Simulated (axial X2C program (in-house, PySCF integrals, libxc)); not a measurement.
# A two-component session on SbS: EOM-EA-CCSD levels

Aim: EOM-EA-CCSD levels of SbS, with spin–orbit coupling in the Hamiltonian from the start.

Method: two-component X2C with atomic mean-field terms, Sb dyall-acv3z, S dyall-av3z; program: an in-house X2C program for linear molecules on PySCF integrals.

All values are calculated.

**1. The job**

File task.json:

```json
{"zs": [51, 16], "q": 0, "bas": ["dyall-acv3z", "dyall-av3z"], "r0": 2.27, "eom": "ea", "thr": -1.0, "nmax": 92, "grid": [1, 0.96, 1.045, 0.92, 1.09, 1.15]}
```

Keys: zs atomic numbers; q charge; bas basis sets; r0 starting distance in Å; eom kind of EOM run; thr threshold in hartree for freezing inner shells (an s shell follows its p shell); nmax most natural virtual spinors; grid distances as factors.

Started as:

```sh
$ python soeom.py task.json out
```

Nuclei are Gaussian, cores are contracted, and the Gaunt term is on.

**2. EOM-EA-CCSD at 2.212 Å**

Reference: the closed shell SbS⁺; 10 electrons correlated, 92 virtual spinors; roots sought by Ω: 1/2: 5, 3/2: 4, 5/2: 2, 7/2: 1.

Output:

```text
two-component X2C + atomic mean field  HF
basis functions 202  fitting functions 1029  grid points 5082
iter        total energy     max residual
   1      -6873.576527312     2.96e-01
   2      -6873.603934288     5.55e-03
   3      -6873.604784593     3.52e-03
   4      -6873.605206757     1.89e-03
   5      -6873.605334137     5.66e-04
   6      -6873.605362949     3.62e-04
   7      -6873.605380972     3.24e-04
   8      -6873.605395896     1.93e-04
   9      -6873.605406019     1.24e-04
  10      -6873.605411102     6.05e-05
  11      -6873.605412492     2.30e-05
  12      -6873.605412640     1.12e-05
  13      -6873.605412668     5.32e-06
  14      -6873.605412676     1.14e-06
  15      -6873.605412676     3.29e-07
converged
one-electron -9813.69934090  Coulomb 2942.86180255  exact exchange -194.14400783  xc functional 0.00000000  nuclear repulsion 195.21184634  atomic mean-field constant -3.83571284
correlated 10  virtual 290  natural virtual 92  E(MP2) -0.279910658  MP2 remainder -0.022787941
iter   CCSD correlation   residual
   1     -0.255222691   2.05e-01
   2     -0.266056311   1.07e-01
   3     -0.270587293   3.99e-02
   4     -0.271004851   1.61e-02
   5     -0.271190468   7.42e-03
   6     -0.271186642   2.56e-03
   7     -0.271206239   1.17e-03
   8     -0.271218090   5.54e-04
   9     -0.271212274   2.41e-04
  10     -0.271215803   9.26e-05
  11     -0.271213517   3.82e-05
  12     -0.271213531   1.26e-05
(T) -0.019730292  T1 0.0487  D1 0.0899  max T2 0.105
EOM-EA-CCSD roots
2*Omega      energy/Eh   energy/eV  one-particle weight
    1      -0.27515502     -7.4873      0.950
    1      -0.14638806     -3.9834      0.955
    1      -0.11283203     -3.0703      0.981
    1      -0.09447543     -2.5708      0.000
    1      -0.09296158     -2.5296      0.003
    3      -0.26667174     -7.2565      0.950
    3      -0.09040668     -2.4601      0.003
    3      -0.07694509     -2.0938      0.350
    3      -0.07446645     -2.0263      0.206
    5      -0.08309463     -2.2611      0.000
    5      -0.05949894     -1.6190      0.674
    7      -0.04640949     -1.2629      0.001
```

T1 in the output is the amplitude norm over the root of the electron number; divide by √2 for the Lee–Taylor value.

| Ω | binding energy (eV) | above lowest (cm⁻¹) | spinor | weight |
| --- | --- | --- | --- | --- |
| 1/2 | 7.487 | 0 | 53% Sb pπ, 23% S pπ, 9% Sb dπ | 0.95 |
| 3/2 | 7.257 | 1860 | 63% Sb pπ, 15% S pπ, 9% S dπ | 0.95 |
| 1/2 | 3.983 | 28260 | 41% Sb pσ, 28% Sb dσ, 13% S pσ | 0.96 |
| 1/2 | 3.070 | 35630 | 76% Sb sσ, 8% S sσ, 6% S dσ | 0.98 |
| 5/2 | 1.619 | 47330 | 90% Sb dδ, 9% S dδ | 0.67 |

It took 11 s on 1 thread of Arm Neoverse V2, shared host; peak memory 0.7 GiB.

**3. EOM-EA-CCSD at 2.123 Å**

| Ω | binding energy (eV) | above lowest (cm⁻¹) | spinor | weight |
| --- | --- | --- | --- | --- |
| 1/2 | 7.338 | 0 | 53% Sb pπ, 21% S pπ, 10% Sb dπ | 0.95 |
| 3/2 | 7.095 | 1960 | 59% Sb pπ, 16% S pπ, 10% S dπ | 0.95 |
| 1/2 | 3.687 | 29450 | 41% Sb pσ, 31% Sb dσ, 12% S sσ | 0.96 |
| 1/2 | 3.046 | 34620 | 75% Sb sσ, 7% S dσ, 6% S sσ | 0.98 |
| 1/2 | 2.106 | 42200 | 81% Sb pπ, 15% S pπ | 0.97 |
| 3/2 | 2.064 | 42540 | 82% Sb pπ, 15% S pπ | 0.95 |
| 5/2 | 1.608 | 46220 | 89% Sb dδ, 10% S dδ | 0.89 |

Wall time 11 s (1 thread of Arm Neoverse V2, shared host); peak memory 0.7 GiB.

**4. EOM-EA-CCSD at 2.312 Å**

| Ω | binding energy (eV) | above lowest (cm⁻¹) | spinor | weight |
| --- | --- | --- | --- | --- |
| 1/2 | 7.622 | 0 | 52% Sb pπ, 27% S pπ, 8% Sb dπ | 0.95 |
| 3/2 | 7.423 | 1610 | 69% Sb pπ, 13% S pπ, 8% S dπ | 0.95 |
| 1/2 | 4.357 | 26340 | 41% Sb pσ, 24% Sb dσ, 16% S pσ | 0.95 |
| 1/2 | 3.077 | 36660 | 76% Sb sσ, 9% S sσ | 0.98 |

Run time: 11 s. Hardware: 1 thread of Arm Neoverse V2, shared host; peak memory 0.72 GiB.

**5. EOM-EA-CCSD at 2.035 Å**

| Ω | binding energy (eV) | above lowest (cm⁻¹) | spinor | weight |
| --- | --- | --- | --- | --- |
| 1/2 | 7.157 | 0 | 51% Sb pπ, 20% S pπ, 11% Sb dπ | 0.95 |
| 3/2 | 6.915 | 1950 | 56% Sb pπ, 16% S pπ, 12% S dπ | 0.95 |
| 1/2 | 3.460 | 29820 | 36% Sb pσ, 31% Sb dσ, 16% S sσ | 0.97 |
| 1/2 | 2.984 | 33650 | 67% Sb sσ, 16% Sb pσ, 7% S dσ | 0.98 |
| 1/2 | 2.121 | 40610 | 79% Sb pπ, 17% S pπ | 0.99 |
| 3/2 | 2.077 | 40980 | 80% Sb pπ, 16% S pπ | 0.99 |
| 3/2 | 1.702 | 44000 | 87% Sb dδ, 12% S dδ | 0.92 |
| 5/2 | 1.618 | 44670 | 87% Sb dδ, 12% S dδ | 0.91 |

Wall time 9.9 s (1 thread of Arm Neoverse V2, shared host); peak memory 0.72 GiB.

**6. EOM-EA-CCSD at 2.411 Å**

| Ω | binding energy (eV) | above lowest (cm⁻¹) | spinor | weight |
| --- | --- | --- | --- | --- |
| 1/2 | 7.713 | 0 | 46% Sb pπ, 35% S pπ, 8% Sb dπ | 0.95 |
| 3/2 | 7.567 | 1180 | 76% Sb pπ, 9% S pπ, 7% S dπ | 0.94 |
| 1/2 | 4.742 | 23960 | 41% Sb pσ, 21% Sb dσ, 19% S pσ | 0.95 |
| 1/2 | 3.070 | 37450 | 76% Sb sσ, 10% S sσ, 6% Sb dσ | 0.98 |

Wall time 11 s (1 thread of Arm Neoverse V2, shared host); peak memory 0.72 GiB.

**7. EOM-EA-CCSD at 2.544 Å**

| Ω | binding energy (eV) | above lowest (cm⁻¹) | spinor | weight |
| --- | --- | --- | --- | --- |
| 1/2 | 7.818 | 0 | 48% S pπ, 34% Sb pπ, 7% Sb dπ | 0.94 |
| 3/2 | 7.697 | 970 | 84% Sb pπ | 0.93 |
| 1/2 | 5.240 | 20800 | 45% Sb pσ, 20% S pσ, 16% Sb dσ | 0.94 |
| 1/2 | 3.047 | 38480 | 77% Sb sσ, 10% S sσ | 0.98 |

It took 14 s on 1 thread of Arm Neoverse V2, shared host; peak memory 0.75 GiB.

**8. Curves of the states**

Energies in eV from the lowest point of the lowest state; states are followed by energy order within each Ω.

| R (Å) | (1)Ω=1/2 | (1)Ω=3/2 | (2)Ω=1/2 |
| --- | --- | --- | --- |
| 2.035 | 0.5342 | 0.7758 | 4.2309 |
| 2.123 | 0.1203 | 0.3631 | 3.7713 |
| 2.212 | 0.0000 | 0.2308 | 3.5039 |
| 2.312 | 0.1006 | 0.3003 | 3.3661 |
| 2.411 | 0.3672 | 0.5136 | 3.3385 |
| 2.544 | 0.8205 | 0.9411 | 3.3989 |

**9. What came out**

| quantity | value |
| --- | --- |
| lowest root at 2.212 Å | Ω = 1/2, 7.487 eV |
| next root led by one particle | Ω = 3/2, about 1860 cm⁻¹ higher |
| T1 of the reference | 0.034 |

In words: The added electron is bound by 7.49 eV in a spinor of 53% Sb pπ, 23% S pπ, 9% Sb dπ. Errors of 0.1 to 0.3 eV are usual at this size, and roots led by higher excitations are left out, so the list is incomplete, and low states of that kind can be missing. T1 or the largest double amplitude of the reference is raised, which lowers the reliability.
